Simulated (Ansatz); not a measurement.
# Cl2F2Si: single point in a Gaussian basis

Wanted for Cl2F2Si: a single point in a Gaussian basis. SMILES: F[Si](F)(Cl)Cl.

Program: Ansatz 0.2.0 through its Python package. Level of theory: PBE0/cc-pVDZ. These are calculated values, not measurements.

### 1 The system

Bond lengths: F1–Si2 1.618 Å, Si2–F3 1.585 Å, Si2–Cl4 1.971 Å, Si2–Cl5 2.045 Å. Angles: F1–Si2–F3 108.4°, F1–Si2–Cl4 112.6°, F1–Si2–Cl5 111.5°, F3–Si2–Cl4 108.7°, F3–Si2–Cl5 110.0°, Cl4–Si2–Cl5 105.6°.

The script holds or builds the structure itself.

### 2 The code

The input, energy_cl2f2si.py:

```python
"""Single point of Cl2F2Si."""

import ansatz as az
import numpy as np

molecule = (
    az.Crystal.molecule()
    .atom("F", [0.1086, -0.2758, 1.6666])
    .atom("Si", [0.0575, -0.0901, 0.06])
    .atom("F", [1.0469, -1.139, -0.597])
    .atom("Cl", [-1.7472, -0.3761, -0.6786])
    .atom("Cl", [0.5841, 1.8074, -0.4925])
)

job = (
    molecule.calculation()
    .basis(gaussian="cc-pVDZ")
    .functional("PBE0")
    .forces()
)
trace = []
outcome = job.session().plan().execute(on_event=trace.append)
rep = outcome.report
for event in trace:
    if event["event"] == "mean_field_evaluation" and event["data"]["evaluation"] <= 25:
        print("pass {evaluation:3d}  E = {energy_ev:.6f} eV  gradient {gradient_ev:.1e}".format(**event["data"]))

print("reference energy %16.6f eV" % rep["reference_energy_ev"])
print("total energy     %16.6f eV" % rep["free_energy_ev"])
print("occupied orbitals outside the frozen core (up, down):", rep["n_occupied"], " frozen:", rep["n_frozen"], " virtual:", rep["n_virtual"])

state = rep["mean_field"]["state"]
print(f"mean field: {state['energy']['hartree']:.7f} Ha, <S^2> = {abs(state['spin_squared']):.4f}, stability: {state.get('stability', {}).get('kind')}")

symbols = [site.symbol for site in molecule.cartesian_sites]
forces = np.array(rep["forces_ev_ang"])
print("largest force", round(float(np.linalg.norm(forces, axis=1).max()), 4), "eV/A, rms", round(float(np.sqrt((forces ** 2).mean())), 4))

charges = rep["charge_distribution"]
print("dipole moment", round(4.803205 * float(np.linalg.norm(charges["dipole_moment_e_ang"])), 3), "D")
print("Mulliken:", [(s, round(q, 3)) for s, q in zip(symbols, charges["mulliken_charges_e"])])
```

### 3 Running it

Command:

```bash
$ python energy_cl2f2si.py
```

The runs that follow: The command-line twin.

**Question.** What results will this script give? Wanted: total energy; largest force; dipole moment.

The runs gave:

```
     quantity           value
 total energy  -38346.0717 eV
largest force      1.617 eV/Å
dipole moment          0.61 D
```

**Reading.** Forces reach 1.62 eV/Å, so the atoms aren't at rest. Reading the output:
- Total energies depend on the basis set; only differences at equal settings carry meaning.
- The geometry is a force-field or estimated start, not a minimum of this method, and the basis set is short of its limit.
- Early passes use coarser integrals and grids, so their energies can't be compared with the last.
